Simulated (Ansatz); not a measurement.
**C2H6AlN: small, medium and large basis sets**

The task here is to estimate one member of a computed series from the others.

Computed with Ansatz 0.2.0, Gaussian basis. Level: one geometry, several basis sets.

Plan: PBE0-D4/def2-SVP; ωB97M-V/def2-SVP; PBE0-D4/def2-QZVPP; ωB97M-V/def2-QZVPP; the functionals' def2-TZVPP values are taken from earlier runs.

## Structure used throughout

The geometry comes from an earlier relaxation with PBE0-D4 in a triple-zeta def2 set; it is a stationary point, not always the lowest conformer.

SMILES `C[C](=N)[AlH2]`, 10 atoms, charge 0, spin multiplicity 1.

Atoms are counted from 1 here; the program's logs count them from 0.

Bond lengths: C1–C2 1.498 Å, C1–H5 1.095 Å, C1–H6 1.092 Å, C1–H7 1.095 Å, C2–N3 1.279 Å, C2–Al4 1.986 Å, N3–H8 1.023 Å, Al4–H9 1.588 Å, Al4–H10 1.588 Å. Angles: C2–C1–H5 110.6°, C2–C1–H6 110.7°, C2–C1–H7 110.6°, H5–C1–H6 109.4°, H5–C1–H7 106.2°, H6–C1–H7 109.4°, C1–C2–N3 117.7°, C1–C2–Al4 124.3°, N3–C2–Al4 118.0°, C2–N3–H8 111.5°, C2–Al4–H9 113.1°, C2–Al4–H10 124.5°, H9–Al4–H10 122.4°.

Set-up of the first run:

The input, in.yaml:

```yaml
crystal:
  periodic: [false, false, false]
  atoms:
    - {symbol: C, position_ang: [-0.078603, 0.216597, -1.473126]}
    - {symbol: C, position_ang: [-0.389772, -0.057976, -0.033243]}
    - {symbol: N, position_ang: [-1.608695, -0.286560, 0.279154]}
    - {symbol: Al, position_ang: [0.965173, -0.090358, 1.417841]}
    - {symbol: H, position_ang: [0.392473, 1.198723, -1.584670]}
    - {symbol: H, position_ang: [-0.987381, 0.180192, -2.077882]}
    - {symbol: H, position_ang: [0.642105, -0.512941, -1.856937]}
    - {symbol: H, position_ang: [-1.713175, -0.461138, 1.281821]}
    - {symbol: H, position_ang: [0.343260, -0.406963, 2.844709]}
    - {symbol: H, position_ang: [2.517716, 0.169224, 1.205136]}
basis:
  gaussian: {orbitals: def2-SVP}
hamiltonian: {xc: pbe0, dispersion: d4}
output: {orbitals: {seedname: orbitals}}
```

Command:

```console
> ansatz run in.yaml --threads 2 --pin off --events-out ev --progress --plain --max-ram 4352MiB
```

Among the steps run: PBE0-D4 in def2-SVP; ωB97M-V in def2-SVP; PBE0-D4 in def2-QZVPP; ωB97M-V in def2-QZVPP.

One of the session's tables, all rows but one given; the rest of the session is left out.

It belongs to the step «Density functionals: the series». 

| functional | basis | HOMO (eV) | LUMO (eV) |
| --- | --- | --- | --- |
| PBE0-D4 | def2-SVP | -6.56 | -2.00 |
| PBE0-D4 | def2-TZVPP | -6.71 | -2.05 |
| PBE0-D4 | def2-QZVPP | -6.74 | -2.08 |
| ωB97M-V | def2-SVP | ? | ? |
| ωB97M-V | def2-TZVPP | -8.99 | -0.35 |
| ωB97M-V | def2-QZVPP | -9.02 | -0.46 |

Q: Estimate the row for ωB97M-V, def2-SVP from the others.

The run gave: HOMO (eV): -8.81; LUMO (eV): -0.23. In the column «HOMO (eV)» it lies between ωB97M-V, def2-TZVPP (-8.99) and PBE0-D4, def2-QZVPP (-6.74).
